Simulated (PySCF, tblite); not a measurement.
**C7H11F: geometry, infrared bands and NMR shifts**

What infrared bands and NMR shifts should C7H11F (`CC[C@@H](F)[C@H]1C=CC1`) show?

The runs use tblite 0.8.0 and PySCF 2.14.0, with density-fitted response routines of our own; the level of theory stands in each step. All values are computed, except where a source is named. Atoms are numbered from 0 throughout.

## 1. Starting geometry

19 atoms, charge 0, multiplicity 1; geometry from: force field or distance geometry start.

Bonds of the start (Å): C0–C1 1.51, C1–C2 1.54, C2–F3 1.35, C2–C4 1.51, C4–C5 1.53, C5–C6 1.35, C6–C7 1.52, C7–C4 1.56, C0–H8 1.10, C0–H9 1.09, C0–H10 1.10, C1–H11 1.08, C1–H12 1.10, C2–H13 1.10, C4–H14 1.09, C5–H15 1.07, C6–H16 1.09, C7–H17 1.10, C7–H18 1.10.

## 2. Optimising the geometry with GFN2-xTB

What the job is given:

```
{"job": {"kind": "relax", "xc": "GFN2-xTB", "basis": "xTB"}, "charge": 0, "multiplicity": 1}
C     -2.769900     0.537800    -0.424200
C     -1.491100    -0.221800    -0.667900
C     -0.402100     0.159800     0.356000
F     -0.855500    -0.163200     1.590600
C      0.878400    -0.613300     0.116600
C      1.744600    -0.150400    -1.054300
C      2.790000     0.175100    -0.265500
C      2.072900    -0.190700     1.018900
H     -3.174800     0.337200     0.576300
H     -2.621100     1.617900    -0.514900
H     -3.536700     0.242000    -1.159500
H     -1.139800    -0.042100    -1.677700
H     -1.702400    -1.297900    -0.568100
H     -0.237200     1.245400     0.340400
H      0.695500    -1.686800     0.139100
H      1.586400    -0.120700    -2.113700
H      3.785100     0.569600    -0.447300
H      2.500900    -1.024900     1.591200
H      1.866900     0.636400     1.709700
```

Command:

```sh
$ OMP_NUM_THREADS=1 python probes_run.py task.json out
```

The driver reads the jobs from task.json and runs them one after another.

**Question.** This job is followed by: GFN2-xTB harmonic vibrations, gas phase; GIAO PBE0/pcSseg-1 NMR shielding, non-relativistic, gas phase. Predict these results of the whole session: strongest single infrared mode (GFN2-xTB); zero-point energy (GFN2-xTB); 13C shifts against TMS (PBE0/pcSseg-1); 1H shifts against TMS (PBE0/pcSseg-1, means over atoms taken as alike); 19F shifts against CFCl3 (PBE0/pcSseg-1).

As calculated:

```
                                                              quantity                                                     value
                             strongest single infrared mode (GFN2-xTB)                                      3131 cm⁻¹, 64 km/mol
                                          zero-point energy (GFN2-xTB)                                            101.1 kcal/mol
                                13C shifts against TMS (PBE0/pcSseg-1)           148.5, 144.6, 103.1, 51.1, 37.4, 31.7, 13.0 ppm
1H shifts against TMS (PBE0/pcSseg-1, means over atoms taken as alike)  6.51, 6.12, 4.09, 2.89, 2.85, 2.50, 1.57, 1.53, 1.20 ppm
                              19F shifts against CFCl3 (PBE0/pcSseg-1)                                                -218.9 ppm
```

In words: Over 58 steps the energy fell by 0.084 eV; of the close pairs, C2–F3 changed most, 1.354 to 1.388 Å. No mode is imaginary among the 51: a minimum at this level. The strongest single mode, at 3131 cm⁻¹, moves mainly H16 and H15. Unscaled tight-binding wavenumbers are off by several per cent, some by more. Its intensities can rank the bands wrongly. At PBE0/pcSseg-1: The largest span, 229 ppm, is at C6, where the paramagnetic term is -219 ppm.
